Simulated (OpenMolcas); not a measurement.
# ZrO2 (zirconia) at BPW91/ANO-RCC-VDZP (DKH8)

What is the vertical singlet–triplet gap of ZrO2 (zirconia) at BPW91/ANO-RCC-VDZP (DKH8)? 

Program for the calculation: OpenMolcas 26.06.

### Step 1. The system as given

The species is ZrO2 (3 atoms), meant as a singlet with charge 0. As SMILES, `[O]=[Zr]=[O]`. The shape is that of a PBE0-D4/def2-TZVP optimisation.

Bond lengths: O1–Zr2 1.761 Å, Zr2–O3 1.761 Å. Angles: O1–Zr2–O3 107.9°.

### Step 2. Energy and forces at BPW91/ANO-RCC-VDZP (DKH8)

File mol.xyz:

```xyz
3

O      0.654500     1.252500     0.388400
Zr     0.348500    -0.481700     0.351800
O     -1.003000    -0.770800    -0.740100
```

File job.inp:

```
* O2Zr Kohn-Sham DFT
>>> EXPORT MOLCAS_PRINT=2
&GATEWAY
Coord=mol.xyz
Basis=ANO-RCC-VDZP
Group=NoSym
&SEWARD
Relativistic=R08O02
Expert
&SCF
KSDFT=2
1.0 GGA_X_B88
1.0 GGA_C_PW91
PrOrbitals=1 1
&ALASKA
```

Run with:

```
$ export MOLCAS_MEM=1860
$ pymolcas job.inp > job.log
```

The program printed, shortened:

```text
--- Start Module: gateway ---
[...]
--- Stop Module: gateway /rc=_RC_ALL_IS_WELL_ ---
[...]
 ###    WARNING:  EXPERT option is ON!                                       ###
 ###############################################################################
               SEWARD will generate:
[...]
      Basis functions           71
[...]
--- Start Module: scf ---
[...]
       Convergence after  17 Iterations
[...]
::    Total KS-DFT energy                           -3749.4393292724
[...]
      Total spin, S                                     0.0000000000
[...]
      Total electronic charge=   56.000000
      Total            charge=   -0.000000
[...]
      Dipole Moment (debye):
      Origin of the operator (angstrom)=    0.2113   -0.2921    0.2133
                   X=  3.7140E+00               Y= -5.1336E+00               Z=  3.7488E+00           Total=  7.3621E+00
      Quadrupole Moment (debye*angstrom):
[...]
--- Stop Module: scf /rc=_RC_ALL_IS_WELL_ ---
[...]
--- Start Module: alaska ---
[...]
 *              Molecular gradients               *
 **************************************************
  Irreducible representation: a
 ------------------------------------------------------------------------------------------
                              X                       Y                       Z
 ------------------------------------------------------------------------------------------
  O1               -6.35792025512671E-04   -1.31479092383415E-02    1.12864763765685E-03
  ZR2              -9.51379786310369E-03    1.31378674782709E-02   -9.60143641441391E-03
  O3                1.01495898886910E-02    1.00417600288338E-05    8.47278877676771E-03
 ------------------------------------------------------------------------------------------
--- Stop Module: alaska /rc=_RC_ALL_IS_WELL_ ---
[...]
```

Run time: 46 s. Hardware: 1 thread of Intel Xeon 6975P-C (Granite Rapids), shared host; peak memory 0.5 GiB.

### Step 3. The triplet, same level

mol.xyz is that of step 2.

File job.input:

```
&GATEWAY
Coord
mol.xyz
Basis
ANO-RCC-VDZP
Group
NoSym
&SEWARD
Relativistic
R08O02
Expert
&SCF
UHF
Spin
3
KSDFT
2
1.0 GGA_X_B88
1.0 GGA_C_PW91
PrOrbitals
1 1
&ALASKA
```

Run with:

```
$ export MOLCAS_MEM=1860
$ pymolcas job.input > job.log
```

The program printed, shortened:

```text
--- Start Module: gateway ---
[...]
--- Stop Module: gateway /rc=_RC_ALL_IS_WELL_ ---
[...]
 ###    WARNING:  EXPERT option is ON!                                       ###
 ###############################################################################
               SEWARD will generate:
[...]
      Basis functions           71
[...]
--- Start Module: scf ---
[...]
       Convergence after  21 Iterations
[...]
::    Total KS-DFT energy                           -3749.3627432881
[...]
      Total spin, S                                     1.0024993308
[...]
      Total electronic charge=   56.000000
      Total            charge=   -0.000000
[...]
      Dipole Moment (debye):
      Origin of the operator (angstrom)=    0.2113   -0.2921    0.2133
                   X=  1.7378E+00               Y= -2.4019E+00               Z=  1.7541E+00           Total=  3.4447E+00
      Quadrupole Moment (debye*angstrom):
[...]
--- Stop Module: scf /rc=_RC_ALL_IS_WELL_ ---
[...]
--- Start Module: alaska ---
[...]
 *              Molecular gradients               *
 **************************************************
  Irreducible representation: a
 ------------------------------------------------------------------------------------------
                              X                       Y                       Z
 ------------------------------------------------------------------------------------------
  O1               -6.24408580490687E-03   -4.75466920226282E-02    7.87880347090653E-04
  ZR2              -3.06818737973664E-02    4.24004510234468E-02   -3.09684197063156E-02
  O3                3.69259596022715E-02    5.14624099927907E-03    3.01805393592183E-02
 ------------------------------------------------------------------------------------------
--- Stop Module: alaska /rc=_RC_ALL_IS_WELL_ ---
[...]
```

It took 47 s on 1 thread of Intel Xeon 6975P-C (Granite Rapids), shared host; peak memory 0.5 GiB.

### Step 4. Results

At BPW91/ANO-RCC-VDZP (DKH8):

| quantity | value |
| --- | --- |
| singlet: total energy | -3749.43933 Eh |
| singlet: dipole moment | 7.36 D |
| singlet: HOMO energy | -5.36 eV |
| singlet: LUMO energy | -3.34 eV |
| singlet: HOMO–LUMO gap | 2.03 eV |
| singlet: largest force on an atom | 0.969 eV/Å |
| triplet: total energy | -3749.36274 Eh |
| triplet: dipole moment | 3.44 D |
| triplet: HOMO energy (highest over α and β) | -4.37 eV |
| triplet: ⟨S²⟩ | 2.008 |
| triplet: largest force on an atom | 3.127 eV/Å |
| vertical energy of the triplet above the singlet | 2.084 eV |

**Reading.** At this shape the triplet lies 2.08 eV (201 kJ/mol) above the singlet. The largest force (singlet) is 0.97 eV/Å: the shape isn't a stationary point for this species at this level. Mulliken charges (singlet) run from -0.57 on O1 to +1.13 on Zr2; they depend strongly on the basis.
